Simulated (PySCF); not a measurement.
# CH3FMoS2 (SMILES [CH3][Mo]([F])(=[S])=[S]) at 6 levels

Aim: a comparison of 6 runs (HF/STO-3G, r2SCAN/STO-3G, PBE0/def2-SVP, r2SCAN/def2-SVP, TPSS/def2-SVPD, MP2/def2-SVP) of CH3FMoS2. The job is set up through a Python script.

The calculation is run with PySCF 2.14.0.

### 1 The system as given

CH3FMoS2: 8 atoms, total charge 0, spin state singlet. SMILES: `[CH3][Mo]([F])(=[S])=[S]`. Geometry: relaxed at PBE0-D4/def2-TZVP.

Bond lengths: C1–Mo2 2.080 Å, Mo2–F3 1.838 Å, Mo2–S4 2.090 Å, Mo2–S5 2.090 Å, C1–H6 1.095 Å, C1–H7 1.095 Å, C1–H8 1.090 Å. Some angles: C1–Mo2–F3 110.2°, C1–Mo2–S4 103.8°, C1–Mo2–S5 103.8°, F3–Mo2–S4 114.3°, F3–Mo2–S5 114.3°, S4–Mo2–S5 109.4°, Mo2–C1–H6 107.2°, Mo2–C1–H7 107.1°, Mo2–C1–H8 112.8°, H6–C1–H7 110.6°.

### 2 Energy and forces at HF/STO-3G (run 1)

Input file input.py:

```python
from pyscf import gto

molecule = gto.M(
    atom=[
    ('C', (-0.930000, -0.064400, 0.581600)),
    ('Mo', (0.865600, -0.032700, -0.468100)),
    ('F', (1.984100, -1.356000, 0.144900)),
    ('S', (0.280900, -0.255700, -2.461800)),
    ('S', (1.582500, 1.907200, -0.169500)),
    ('H', (-1.378500, -1.050600, 0.425500)),
    ('H', (-0.688000, 0.086600, 1.638400)),
    ('H', (-1.624600, 0.708400, 0.252900)),
],
    max_memory=1860,
    verbose=4,
    basis='sto-3g',
)

mf = molecule.RHF()
mf.conv_tol = 1e-10
mf.kernel()
if not mf.converged:
    mf = mf.newton().run(mf.mo_coeff, mf.mo_occ)

energy = mf.e_tot
print('Final energy', energy)
grad = mf.nuc_grad_method().kernel()
dip = mf.dip_moment()
pop, q = mf.mulliken_pop()
```

Run with:

```
$ OMP_NUM_THREADS=1 python input.py
```

Log:

```text
PySCF version 2.14.0

[... 74 lines left out ...]
converged SCF energy = -4859.60530020199
Final energy -4859.605300201992
[... 11 lines left out ...]
Dipole moment(X, Y, Z, Debye): -0.37194, -0.67623,  0.85049
[... 28 lines left out ...]
pop of  1 Mo 4dxy         0.69001
pop of  1 Mo 4dyz         0.65965
pop of  1 Mo 4dz^2        0.85167
pop of  1 Mo 4dxz         0.83832
pop of  1 Mo 4dx2-y2      0.76899
pop of  2 F 1s            1.99897
pop of  2 F 2s            1.94966
pop of  2 F 2px           1.75967
pop of  2 F 2py           1.71239
pop of  2 F 2pz           1.81567
pop of  3 S 1s            1.99992
pop of  3 S 2s            1.99762
pop of  3 S 3s            1.93110
pop of  3 S 2px           1.98738
pop of  3 S 2py           1.99187
pop of  3 S 2pz           1.98340
pop of  3 S 3px           1.33050
pop of  3 S 3py           1.57989
pop of  3 S 3pz           1.27422
pop of  4 S 1s            1.99992
pop of  4 S 2s            1.99762
pop of  4 S 3s            1.93110
pop of  4 S 2px           1.98848
pop of  4 S 2py           1.98369
pop of  4 S 2pz           1.99049
pop of  4 S 3px           1.40472
pop of  4 S 3py           1.27937
pop of  4 S 3pz           1.50055
pop of  5 H 1s            0.94597
pop of  6 H 1s            0.94605
pop of  7 H 1s            0.93285
 ** Mulliken atomic charges  **
charge of    0C =     -0.32188
charge of    1Mo =      0.53496
charge of    2F =     -0.23637
charge of    3S =     -0.07590
charge of    4S =     -0.07593
charge of    5H =      0.05403
charge of    6H =      0.05395
charge of    7H =      0.06715
```

It took 14 s on 1 thread of Intel Xeon at 2.70GHz, shared host; peak memory 0.13 GiB.

### 3 Energy and gradient at r2SCAN/STO-3G (run 2)

Input file start.xyz:

```xyz
8

C     -0.930000    -0.064400     0.581600
Mo     0.865600    -0.032700    -0.468100
F      1.984100    -1.356000     0.144900
S      0.280900    -0.255700    -2.461800
S      1.582500     1.907200    -0.169500
H     -1.378500    -1.050600     0.425500
H     -0.688000     0.086600     1.638400
H     -1.624600     0.708400     0.252900
```

Input file input.py:

```python
# [CH3][Mo]([F])(=[S])=[S]
import pyscf.grad
from pyscf import gto, dft

mol = gto.M(
    atom='start.xyz',
    basis='sto-3g',
    verbose=4,
    max_memory=1860,
)

ks = dft.RKS(mol, xc='r2scan')
ks.grids.level = 5
ks.conv_tol = 1e-10
ks.kernel()
if not ks.converged:
    ks = ks.newton().run(ks.mo_coeff, ks.mo_occ)

energy = ks.e_tot
print('E = %.10f Eh' % energy)
grad = ks.Gradients().kernel()
dip = ks.dip_moment()
pop, q = ks.mulliken_pop()
```

Run with:

```
$ OMP_NUM_THREADS=1 python input.py
```

Log:

```text
PySCF version 2.14.0

[... 93 lines left out ...]
converged SCF energy = -4863.43704384464
[... 13 lines left out ...]
Dipole moment(X, Y, Z, Debye):  0.12059, -0.96112,  0.83950
[... 28 lines left out ...]
pop of  1 Mo 4dxy         0.73983
pop of  1 Mo 4dyz         0.81938
pop of  1 Mo 4dz^2        0.86560
pop of  1 Mo 4dxz         0.88506
pop of  1 Mo 4dx2-y2      0.85698
pop of  2 F 1s            1.99887
pop of  2 F 2s            1.95881
pop of  2 F 2px           1.71816
pop of  2 F 2py           1.67707
pop of  2 F 2pz           1.74698
pop of  3 S 1s            1.99991
pop of  3 S 2s            1.99727
pop of  3 S 3s            1.94905
pop of  3 S 2px           1.98522
pop of  3 S 2py           1.98890
pop of  3 S 2pz           1.98100
pop of  3 S 3px           1.34180
pop of  3 S 3py           1.51365
pop of  3 S 3pz           1.29776
pop of  4 S 1s            1.99991
pop of  4 S 2s            1.99727
pop of  4 S 3s            1.94904
pop of  4 S 2px           1.98611
pop of  4 S 2py           1.98116
pop of  4 S 2pz           1.98785
pop of  4 S 3px           1.39746
pop of  4 S 3py           1.29387
pop of  4 S 3pz           1.46189
pop of  5 H 1s            0.92834
pop of  6 H 1s            0.92840
pop of  7 H 1s            0.91726
 ** Mulliken atomic charges  **
charge of    0C =     -0.37048
charge of    1Mo =      0.35349
charge of    2F =     -0.09988
charge of    3S =     -0.05455
charge of    4S =     -0.05456
charge of    5H =      0.07166
charge of    6H =      0.07160
charge of    7H =      0.08274
```

It took 71 s on 1 thread of Intel Xeon at 2.70GHz, shared host; peak memory 0.6 GiB.

Runs 3 to 5 aren't shown in full; the table further down has their settings and results.

### 4 Energy and gradient at MP2/def2-SVP (core potential) (run 6)

Input file run.py:

```python
from pyscf import gto, mp

mol = gto.M(
    atom='''
C     -0.930000    -0.064400     0.581600
Mo     0.865600    -0.032700    -0.468100
F      1.984100    -1.356000     0.144900
S      0.280900    -0.255700    -2.461800
S      1.582500     1.907200    -0.169500
H     -1.378500    -1.050600     0.425500
H     -0.688000     0.086600     1.638400
H     -1.624600     0.708400     0.252900
''',
    spin=0,
    ecp={'Mo': 'def2-svp'},
    basis='def2-svp',
    charge=0,
    verbose=4,
    max_memory=1860,
)

mf = mol.RHF()
mf.conv_tol = 1e-10
mf.kernel()
if not mf.converged:
    mf = mf.newton().run(mf.mo_coeff, mf.mo_occ)

pt = mp.MP2(mf, frozen=12).run()
etot = pt.e_tot
print('E(%s) = %.9f' % ('MP2', etot))
grad = pt.nuc_grad_method().kernel()
mf.analyze()
```

Run with:

```
$ OMP_NUM_THREADS=1 python run.py
```

Log:

```text
PySCF version 2.14.0

[... 98 lines left out ...]
DFT Exchange-Correlation Energy =      -73.363592373370921
[... 11 lines left out ...]
MO #10  energy= -6.66144837323504  occ= 2
[... 9 lines left out ...]
MO #20  energy= -0.911577042898523 occ= 2
[... 9 lines left out ...]
MO #30  energy= -0.428602288928838 occ= 2
[... 9 lines left out ...]
MO #40  energy= 0.129138084344363  occ= 0
[... 9 lines left out ...]
MO #50  energy= 0.490470124042524  occ= 0
[... 9 lines left out ...]
MO #60  energy= 0.836720459931899  occ= 0
[... 9 lines left out ...]
MO #70  energy= 0.993680598860214  occ= 0
[... 9 lines left out ...]
MO #80  energy= 1.51976180445147   occ= 0
[... 9 lines left out ...]
MO #90  energy= 1.78482382147275   occ= 0
[... 9 lines left out ...]
MO #100 energy= 2.71572984740994   occ= 0
[... 9 lines left out ...]
MO #110 energy= 39.5969174550713   occ= 0
[... 82 lines left out ...]
pop of  4 S 4s            0.01074
pop of  4 S 2px           1.99998
pop of  4 S 2py           1.99996
pop of  4 S 2pz           1.99998
pop of  4 S 3px           1.57003
pop of  4 S 3py           1.46515
pop of  4 S 3pz           1.69614
pop of  4 S 4px           0.00365
pop of  4 S 4py           0.01316
pop of  4 S 4pz           0.00869
pop of  4 S 3dxy          0.01455
pop of  4 S 3dyz          0.01598
pop of  4 S 3dz^2         0.00466
pop of  4 S 3dxz          0.00328
pop of  4 S 3dx2-y2       0.00991
pop of  5 H 1s            0.87788
pop of  5 H 2s            0.00963
pop of  5 H 2px           0.00092
pop of  5 H 2py           0.00159
pop of  5 H 2pz           0.00021
pop of  6 H 1s            0.88027
pop of  6 H 2s            0.01111
pop of  6 H 2px           0.00129
pop of  6 H 2py           0.00022
pop of  6 H 2pz           0.00192
pop of  7 H 1s            0.85838
pop of  7 H 2s            0.01067
pop of  7 H 2px           0.00116
pop of  7 H 2py           0.00110
pop of  7 H 2pz           0.00042
 ** Mulliken atomic charges  **
charge of    0C =     -0.72961
charge of    1Mo =      2.55804
charge of    2F =     -0.67094
charge of    3S =     -0.79678
charge of    4S =     -0.70395
charge of    5H =      0.10977
charge of    6H =      0.10520
charge of    7H =      0.12827
Dipole moment(X, Y, Z, Debye): -2.12367, -0.12961,  1.32978
```

Wall time 47 s (1 thread of Intel Xeon at 2.70GHz, shared host); peak memory 1.4 GiB.

### 5 The series

| run | level | integration grid | core potential | energy (Eh) | dipole moment (D) of the reference | HOMO energy (eV) | LUMO energy (eV) | wall time |
| --- | --- | --- | --- | --- | --- | --- | --- | --- |
| 1 | HF/STO-3G | – | – | -4859.605300 | 1.15 | -6.23 | 4.24 | 14 s |
| 2 | r2SCAN/STO-3G | 5 | – | -4863.437044 | 1.28 | -2.64 | 0.11 | 71 s |
| 3 | PBE0/def2-SVP (core potential) | 5 | def2-svp | -1003.672916 | 2.10 | -7.54 | -3.42 | 63 s |
| 4 | r2SCAN/def2-SVP (core potential) | 5 | def2-svp | -1004.049811 | 2.15 | -6.73 | -4.17 | 1.8 min |
| 5 | TPSS/def2-SVPD (core potential) | 5 | def2-svp | -1004.210296 | 2.04 | -6.63 | -4.24 | 3 min |
| 6 | MP2/def2-SVP (core potential) | – | def2-svp | -1002.370338 | 2.51 | -9.97 | -0.07 | 47 s |

### 6 Results

```
                                           quantity           value
                                run 6: total energy  -1002.37034 Eh
        run 6: dipole moment (Hartree–Fock density)          2.51 D
         run 6: HOMO energy (Hartree–Fock orbitals)        -9.97 eV
         run 6: LUMO energy (Hartree–Fock orbitals)        -0.07 eV
       run 6: HOMO–LUMO gap (Hartree–Fock orbitals)         9.90 eV
run 6: correlation energy (12 core orbitals frozen)     -1059.5 mEh
                    run 6: largest force on an atom      1.346 eV/Å
```

**Reading.** Over runs 1, 2, 3, 4, 5 the dipole moment (its size) runs from 1.15 D (HF/STO-3G) to 2.15 D (r2SCAN/def2-SVP). The two ends differ in method and basis and core potential. Over runs 1, 2, 3, 4, 5 the HOMO–LUMO gap runs from 2.38 eV (TPSS/def2-SVPD) to 10.47 eV (HF/STO-3G). Totals of different functionals can't be ranked against each other. Some runs of one species differ in core potentials or relativity; totals across that change don't compare. In runs 1, 2 the basis is minimal, so the values are rough. In runs 1, 2 relativity is left out where basis or elements ask for it. All runs together took 8.1 min, the longest 3 min.
